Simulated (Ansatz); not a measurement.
# HC6: the cost of one run

Program: Ansatz 0.2.0. Level of theory: DFT LDA, scalar-relativistic, plane waves, PAW. These are calculated values, not measurements.

21 further runs of the same task are left out: 1 that didn't finish, 20 set aside as unsound or not needed.

### Step 1. The structure to begin with

Symmetry: P1, No. 1, triclinic system. The conventional cell has a = 4.890 Å, b = 8.870 Å, c = 22.747 Å, α = 90.00°, β = 90.00°, γ = 97.92°. C (site symmetry 1) has 2 C at 1.41 Å as nearest neighbours. Around C (site symmetry 1) lie 3 C at 1.41 Å. Around C (site symmetry 1) lie 3 C at 1.40 to 1.41 Å. Around C (site symmetry 1) lie 3 C at 1.40 to 1.47 Å. Only part of the 14 independent sites is listed.

Structure file:

```cif
data_structure
_symmetry_space_group_name_H-M 'P1'
_symmetry_Int_Tables_number 1
_cell_length_a 4.8895
_cell_length_b 8.8696
_cell_length_c 22.7475
_cell_angle_alpha 90.000
_cell_angle_beta 90.000
_cell_angle_gamma 97.922
_cell_volume 977.10
loop_
_atom_site_label
_atom_site_type_symbol
_atom_site_symmetry_multiplicity
_atom_site_Wyckoff_symbol
_atom_site_fract_x
_atom_site_fract_y
_atom_site_fract_z
_atom_site_occupancy
C1 C 1 a 0.01936 0.07745 0.17584 1
C2 C 1 a 0.51936 0.07745 0.17584 1
C3 C 1 a 0.27420 0.09681 0.20595 1
C4 C 1 a 0.77420 0.09681 0.20595 1
C5 C 1 a 0.28388 0.13553 0.26618 1
C6 C 1 a 0.78388 0.13553 0.26618 1
C7 C 1 a 0.03863 0.15452 0.29551 1
C8 C 1 a 0.53863 0.15452 0.29551 1
C9 C 1 a 0.04887 0.19548 0.35836 1
C10 C 1 a 0.54887 0.19548 0.35836 1
C11 C 1 a 0.30317 0.21270 0.38455 1
C12 C 1 a 0.80317 0.21270 0.38455 1
H1 H 1 a 0.04887 0.15320 0.40433 1
H2 H 1 a 0.04887 0.23776 0.40433 1
```

This is the geometry of the first run shown, built on a cell relaxed beforehand with the same method.

### Step 2. What is varied

Atoms count from 1 in the order of the input.

H2 lies flat over one site of a rigid substrate while its bond length and height are varied.

First coordinate, distance H13-H14: 8 values from 0.650 to 2.650 Å. Second coordinate, height of the H2 axis above the plane of C11: 9 values from 0.45 to 3.60 Å.

Nothing else is relaxed. Points are written as (first, second).

### Step 3. The run at (0.750 Å, 0.45 Å)

The cell repeats along c, and a dipole correction in the vacuum removes the field between the copies.

File input.yaml:

```yaml
crystal:
  lattice:
    - [4.8895256614, 0.0, 0.0]
    - [-1.2223814153, 8.7849592876, 0.0]
    - [0.0, 0.0, 22.7474729025]
  atoms:
    - { symbol: C, position: [0.0193612757, 0.077445103, 0.1758437088] }
    - { symbol: C, position: [0.5193612758, 0.077445103, 0.1758437088] }
    - { symbol: C, position: [0.2742015947, 0.0968063788, 0.205954286] }
    - { symbol: C, position: [0.7742015947, 0.0968063788, 0.205954286] }
    - { symbol: C, position: [0.2838822326, 0.1355289303, 0.2661754406] }
    - { symbol: C, position: [0.7838822326, 0.1355289303, 0.2661754406] }
    - { symbol: C, position: [0.0386279421, 0.1545151615, 0.2955067254] }
    - { symbol: C, position: [0.5386279421, 0.1545151615, 0.2955067254] }
    - { symbol: C, position: [0.0488684834, 0.195480797, 0.3583587359] }
    - { symbol: C, position: [0.5488684834, 0.195480797, 0.3583587359] }
    - { symbol: C, position: [0.3031723044, 0.2126952264, 0.3845470194] }
    - { symbol: C, position: [0.8031723044, 0.2126952264, 0.3845470194] }
    - { symbol: H, position: [0.0488684834, 0.15320153, 0.4043294366] }
    - { symbol: H, position: [0.0488684834, 0.237760064, 0.4043294366] }
basis:
  ecutwfc: 420
kpoints:
  mp_grid: { grid: [6, 3, 1] }
hamiltonian:
  xc: lda
scf:
  occupations: { method: gaussian, width: 0.1 }
output:
  forces: true
  eigenvalues: true
  write_density: true
  write_potential: true
  elf: true
  volumetric_format: npy
efield:
  axis: 3
  dipole_correction: true
  ramp_width: 0.04
```

On the command line:

```bash
$ ansatz run input.yaml --threads 1 --pin off --max-ram 3072MiB --backend cpu --events-out ev --progress --plain --runs-dir out
```

Q: Estimate wall time and peak memory on 1 thread of Arm Neoverse V2, shared host.

About 49 s, with a peak of 0.77 GiB.
